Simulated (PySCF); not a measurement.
# The bond of GeH+, level by level

Aim: find the lowest electronic state of GeH+, scan its bond at several levels of theory, and get bond length, wavenumber and dissociation energy from each curve.

Computed with PySCF 2.14.0. Level: Ge pcseg-1, H pcseg-1, no relativity.

## (1) The job

The job is set up so:

```
atoms                         : Ge, H
charge                        : 1
basis                         : Ge pcseg-1, H pcseg-1
Hamiltonian                   : no relativity
basis functions               : 32
electrons treated             : 32
masses in u                   : 73.9212, 1.0078
levels                        : PBE0, PBE, r²SCAN, PBEsol, TPSS, B3LYP, LC-ωPBE, HF, MP2, SCS-MP2, CCSD, CCSD(T)
grid                          : 80 radial by 434 angular points
occupations                   : held fixed by the projection of orbital angular momentum
dissociation limit            : Ge+ + H, each in its ground configuration
starting distance in angstrom : 1.580
values of 2S to try           : 0, 2
```

Started as:

```
$ OMP_NUM_THREADS=1 python dia.py task.json out
```

The runs that follow: First curve: PBE0; Excited determinants; PBE (GGA); r²SCAN (meta-GGA); PBEsol (GGA); TPSS (meta-GGA); B3LYP; LC-ωPBE; RHF (mean field); Adding correlation.

**Question.** What will these runs give? Wanted: for each run, Re; ωe; De; μ.

As calculated:

Lowest PBE0 solution found, without spin–orbit coupling: ¹Σ⁺ (singlet), closed shell. State 2 has its PBE0 minimum 2.20 eV higher. The other levels ran on the lowest alone.

| level | Re (Å) | ωe (cm⁻¹) | De (eV) | μ (D) |
| --- | --- | --- | --- | --- |
| RHF | 1.565 | 2145 | 2.13 | 0.69 |
| RHF-MP2 | 1.570 | 2082 | 2.74 | n/a |
| RHF-SCS-MP2 | 1.571 | 2072 | 2.82 | n/a |
| RHF-CCSD | 1.579 | 2007 | 2.87 | n/a |
| RHF-CCSD(T) | 1.580 | 1998 | 2.88 | n/a |
| PBE | 1.610 | 1933 | 3.01 | 0.44 |
| PBEsol | 1.608 | 1936 | 3.15 | 0.50 |
| TPSS | 1.594 | 1998 | 3.19 | 0.44 |
| r²SCAN | 1.587 | 2016 | 3.03 | 0.54 |
| B3LYP | 1.596 | 1986 | 3.07 | 0.44 |
| PBE0 | 1.590 | 2018 | 2.97 | 0.53 |
| LC-ωPBE | 1.574 | 2105 | 2.91 | 0.63 |

De is counted to Ge+ + H in their ground configurations. A positive dipole points from Ge to H; in an ion it is taken about the centre of mass and does not tell which atom is negative.

Differences from CCSD(T) in the same basis:

| level | Re (mÅ) | ωe (%) |
| --- | --- | --- |
| RHF | -15 | +7.3 |
| RHF-MP2 | -11 | +4.2 |
| RHF-SCS-MP2 | -9 | +3.7 |
| RHF-CCSD | -1 | +0.4 |
| PBE | +30 | -3.3 |
| PBEsol | +28 | -3.1 |
| TPSS | +13 | 0.0 |
| r²SCAN | +6 | +0.9 |
| B3LYP | +16 | -0.6 |
| PBE0 | +10 | +1.0 |
| LC-ωPBE | -7 | +5.4 |

In words: Against CCSD(T) in the same basis, the bond length is nearest at RHF-CCSD (-1 mÅ) and farthest at PBE (+30 mÅ); the wavenumber is nearest at TPSS (0.0 %) and farthest at RHF (+7.3 %). Hartree–Fock falls on the short and stiff side, its usual fault. PBE has the long and soft bond that GGAs tend to give. CCSD(T) in a basis this small is itself some way from its limit, more so than the functionals. Of the levels with a De here, RHF gives the least (2.13 eV) and TPSS the most (3.19 eV).

Correlated steps freeze 9 core orbitals.
